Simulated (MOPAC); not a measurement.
**C3H4Al (SMILES C#[C][Al][CH3]): PM6-D3H4 (COSMO acetone)**

Aim: a structure relaxation of C3H4Al. 

The results are computed with MOPAC 23.2.5.

8 further runs of the same task are left out: 3 that didn't finish, 5 set aside as unsound or not needed.

### Step 1. The structure to begin with

C3H4Al: 8 atoms, total charge 0, spin state doublet. As SMILES, `C#[C][Al][CH3]`. Geometry: a GFN2-xTB relaxation, a rough one for these elements and not checked as a minimum. The run starts from this shape.

Bond lengths: C1–C2 1.216 Å, C2–Al3 1.970 Å, Al3–C4 2.024 Å, C1–H5 1.057 Å, C4–H6 1.097 Å, C4–H7 1.097 Å, C4–H8 1.098 Å. Angles: C1–C2–Al3 161.3°, C2–Al3–C4 134.7°, C2–C1–H5 176.0°, Al3–C4–H6 112.6°, Al3–C4–H7 112.5°, Al3–C4–H8 111.0°, H6–C4–H7 106.7°, H6–C4–H8 106.8°, H7–C4–H8 106.8°.

### Step 2. A geometry optimisation at PM6-D3H4 (COSMO acetone)

Contents of mol.xyz:

```xyz
8

C      2.918190    -0.000200     0.663520
C      1.728740    -0.055820     0.419320
Al    -0.182640    -0.514910     0.546270
C     -1.848950     0.039330    -0.459910
H      3.959610     0.092220     0.816140
H     -2.187460     1.047810    -0.191480
H     -1.704230     0.034130    -1.547080
H     -2.683250    -0.642550    -0.246770
```

Contents of calc.mop:

```
PM6-D3H4 UHF DOUBLET GNORM=1 CYCLES=200 LBFGS EPS=20.5 THREADS=1 AUX(PRECISION=6)
mol.xyz

C   2.91819 1 -0.00020 1  0.66352 1
C   1.72874 1 -0.05582 1  0.41932 1
Al -0.18264 1 -0.51491 1  0.54627 1
C  -1.84895 1  0.03933 1 -0.45991 1
H   3.95961 1  0.09222 1  0.81614 1
H  -2.18746 1  1.04781 1 -0.19148 1
H  -1.70423 1  0.03413 1 -1.54708 1
H  -2.68325 1 -0.64255 1 -0.24677 1
```

Command:

```console
$ obabel mol.xyz -omop -xk "PM6-D3H4 UHF DOUBLET GNORM=1 CYCLES=200 LBFGS EPS=20.5 THREADS=1 AUX(PRECISION=6)" -O calc.mop
$ mopac calc.mop
```

Q: Predict the results. Wanted: dipole moment; HOMO energy; LUMO energy; heat of formation; ⟨S²⟩.

**Answer.** As computed:

Level: PM6-D3H4 (COSMO acetone).

```
                  quantity          value
             dipole moment         1.25 D
HOMO energy (over α and β)       -7.57 eV
LUMO energy (over α and β)        0.03 eV
         heat of formation  95.1 kcal/mol
                      ⟨S²⟩          0.756
```

What this shows: At the final geometry: Bond lengths: C1–C2 1.200 Å, C2–Al3 1.906 Å, Al3–C4 1.950 Å, C1–H5 1.035 Å, C4–H6 1.110 Å, C4–H7 1.110 Å, C4–H8 1.106 Å. Angles: C1–C2–Al3 176.6°, C2–Al3–C4 122.5°, C2–C1–H5 179.1°, Al3–C4–H6 107.0°, Al3–C4–H7 106.7°, Al3–C4–H8 109.3°, H6–C4–H7 111.0°, H6–C4–H8 111.3°, H7–C4–H8 111.4°. The optimisation took 26 steps and changed the energy by -0.332 eV.
